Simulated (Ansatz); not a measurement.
Working through a scan of the bond length of AsI

With the Ansatz DFT code, driven from Python.

At the Python prompt:
```pycon
>>> import ansatz as az
>>> from ase.data import atomic_masses, atomic_numbers
>>> import numpy as np
>>> BASIS = "def2-TZVP"
>>> XC = "hf"
>>> mol = (
...     az.Crystal.molecule()
...     .atom("As", [0.0, 0.0, 0.0])
...     .atom("I", [0.0, 0.0, 2.485])
... )
>>> symbols = [site.symbol for site in mol.cartesian_sites]
>>> start = np.array([site.position_ang for site in mol.cartesian_sites])
>>> axis = (start[1] - start[0]) / np.linalg.norm(start[1] - start[0])
>>> moving = [1]
>>> lengths, energies = [2.187, 2.286, 2.386, 2.485, 2.584, 2.684, 2.783, 2.932], []
>>> for length in lengths:
...     xyz = start.copy()
...     xyz[moving] += (length - np.linalg.norm(start[1] - start[0])) * axis
...     point = az.Crystal.molecule()
...     for symbol, place in zip(symbols, xyz):
...         point = point.atom(symbol, place.tolist())
...     base = (
...         point.calculation()
...         .basis(gaussian=BASIS)
...         .functional(XC)
...         .spin("collinear", total=2)
...     )
...     r = base.run().report
...     energies.append(r["free_energy_ev"])
...     print(f"r = {length:6.3f} A  E = {energies[-1]:.5f} eV  <S^2> = {abs(r['mean_field']['state']['spin_squared']):.3f}")
...
r =  2.187 A  E = -68867.94196 eV  <S^2> = 2.026
r =  2.286 A  E = -68868.52431 eV  <S^2> = 2.024
r =  2.386 A  E = -68868.83990 eV  <S^2> = 2.023
r =  2.485 A  E = -68868.96449 eV  <S^2> = 2.022
r =  2.584 A  E = -68868.96055 eV  <S^2> = 2.025
r =  2.684 A  E = -68868.86989 eV  <S^2> = 2.037
r =  2.783 A  E = -68868.73110 eV  <S^2> = 2.087
r =  2.932 A  E = -68868.51633 eV  <S^2> = 2.299
>>> # quartic fit about the minimum
>>> fit = np.polynomial.Polynomial.fit(lengths, np.array(energies) - min(energies), 4).convert()
>>> roots = [r.real for r in fit.deriv().roots() if abs(r.imag) < 1e-9 and fit.deriv(2)(r.real) > 0]
>>> r_e = min(roots, key=lambda r: abs(r - lengths[int(np.argmin(energies))]))
>>> print(f"minimum of the fit at {r_e:.4f} A, force constant {fit.deriv(2)(r_e):.2f} eV/A^2")
minimum of the fit at 2.5257 A, force constant 11.23 eV/A^2
>>> m1, m2 = (atomic_masses[atomic_numbers[s]] for s in symbols)
>>> mu = m1 * m2 / (m1 + m2)
>>> print(f"harmonic wavenumber {521.4709 * np.sqrt(fit.deriv(2)(r_e) / mu):.0f} 1/cm, rotational constant {16.857629 / (mu * r_e ** 2):.4f} 1/cm")
harmonic wavenumber 255 1/cm, rotational constant 0.0561 1/cm
```

The lowest point is at 2.485 Å. At the shortest distance (2.19 Å) the energy is 1.02 eV higher, at the longest (2.93 Å) 0.45 eV.

What to keep in mind:
- Total energies depend on the basis set; only differences at equal settings carry meaning.
- The basis set is modest, and single-reference methods fail as a bond breaks.
- def2 sets replace the cores of elements past krypton by effective core potentials.
- The species is open-shell (spin multiplicity 3).
- The expectation value of S² is noticeably off S(S+1) in at least one run, so that state is spin-contaminated.
- Hartree-Fock leaves correlation out, so bond, atomisation and ionisation energies come out well too low.
- Spin-orbit coupling of the heavy open-shell atom is left out.
- The spin state was assumed, and another may lie lower.
- Run time: 41 s on 1 thread of Arm Neoverse V2, on a shared host, peak memory 0.38 GiB.
